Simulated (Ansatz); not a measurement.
The same calculation of C2H6BIO, SMILES BOC(C)I as a Python script and as an input file (the Python package of Ansatz (0.2.0)).

`run_energy.py`:
```python
from pathlib import Path

import ansatz as az
from ase import Atoms

atoms = Atoms(['B', 'O', 'C', 'C', 'I', 'H', 'H', 'H', 'H', 'H', 'H'], positions=[
    (-0.961, 1.5171, 0.417),
    (0.2638, 1.1703, -0.2229),
    (0.1667, -0.1619, -0.692),
    (0.6801, -1.1268, 0.4249),
    (1.5707, -0.3737, -2.3247),
    (-1.1706, 1.4229, 1.564),
    (-1.8361, 2.0558, -0.2432),
    (-0.7596, -0.4304, -1.1021),
    (-0.1184, -1.0774, 1.3074),
    (0.6249, -2.1736, 0.0564),
    (1.6048, -0.8793, 0.8358),
])
molecule = az.Crystal.molecule_from_ase(atoms)

setup = molecule.calculation().basis(gaussian='def2-SVP').functional('b3lyp').orbitals()
done = setup.run(threads=1, runs_dir='c2h6bio_runs')
data = done.report

print(f'E = {data["free_energy_ev"]:.6f} eV = {data["free_energy_ev"] / 27.211386246:.7f} Ha')
print('converged:', data['converged'], ' doubts:', data['published_state_doubts'] or 'none')

lines = Path(data['orbitals_path']).read_text().splitlines()
field_of = lambda key: [line.split('=')[1].strip() for line in lines if line.startswith(key)]
orbitals = [(27.211386 * float(e), s, float(n)) for e, s, n in zip(field_of('Ene='), field_of('Spin='), field_of('Occup='))]
homo = max(e for e, _, n in orbitals if n > 0.5)
lumo = min(e for e, _, n in orbitals if n < 0.5)
for e, spin, n in sorted(orbitals):
    if homo - 6 < e < lumo + 5:
        print(f'{spin:6s} {e:10.3f} eV  occupation {n:.0f}')
```

Running `python run_energy.py` prints:
```text
E = -12994.477138 eV = -477.5382268 Ha
converged: True  doubts: none
Alpha     -12.452 eV  occupation 2
Alpha     -12.237 eV  occupation 2
Alpha     -11.479 eV  occupation 2
Alpha     -10.768 eV  occupation 2
Alpha     -10.327 eV  occupation 2
Alpha      -8.903 eV  occupation 2
Alpha      -7.680 eV  occupation 2
Alpha      -6.990 eV  occupation 2
Alpha      -6.931 eV  occupation 2
Alpha      -2.098 eV  occupation 0
Alpha      -0.695 eV  occupation 0
Alpha       1.643 eV  occupation 0
Alpha       2.417 eV  occupation 0
Alpha       2.801 eV  occupation 0
```

`input.yaml`:
```yaml
crystal:
  periodic: [false, false, false]
  atoms:
    - { symbol: B, position_ang: [-0.961, 1.5171, 0.417] }
    - { symbol: O, position_ang: [0.2638, 1.1703, -0.2229] }
    - { symbol: C, position_ang: [0.1667, -0.1619, -0.692] }
    - { symbol: C, position_ang: [0.6801, -1.1268, 0.4249] }
    - { symbol: I, position_ang: [1.5707, -0.3737, -2.3247] }
    - { symbol: H, position_ang: [-1.1706, 1.4229, 1.564] }
    - { symbol: H, position_ang: [-1.8361, 2.0558, -0.2432] }
    - { symbol: H, position_ang: [-0.7596, -0.4304, -1.1021] }
    - { symbol: H, position_ang: [-0.1184, -1.0774, 1.3074] }
    - { symbol: H, position_ang: [0.6249, -2.1736, 0.0564] }
    - { symbol: H, position_ang: [1.6048, -0.8793, 0.8358] }
basis:
  gaussian:
    orbitals: def2-SVP
hamiltonian:
  xc: b3lyp
output:
  orbitals: {}
```

What to keep in mind:
- Total energies depend on the basis set; only differences at equal settings carry meaning.
- The geometry is a force-field or estimated start, not a minimum of this method, and the basis set is short of its limit.
- def2 sets replace the cores of elements past krypton by effective core potentials.
- Alpha marks a spatial orbital of a restricted run, filled by both spins.
- b3lyp holds the VWN-RPA fit, as in Gaussian; the form of ORCA and Turbomole is b3lyp5.
- Levels such as HOMO and LUMO are orbital energies: with these approximate functionals they aren't the ionisation energy and electron affinity, and their gap isn't the fundamental gap.
- Hardware and time: 5.2 s on 1 thread of AMD EPYC 7R43 64-Core Processor (Zen 3), on a shared host, peak memory 0.34 GiB.
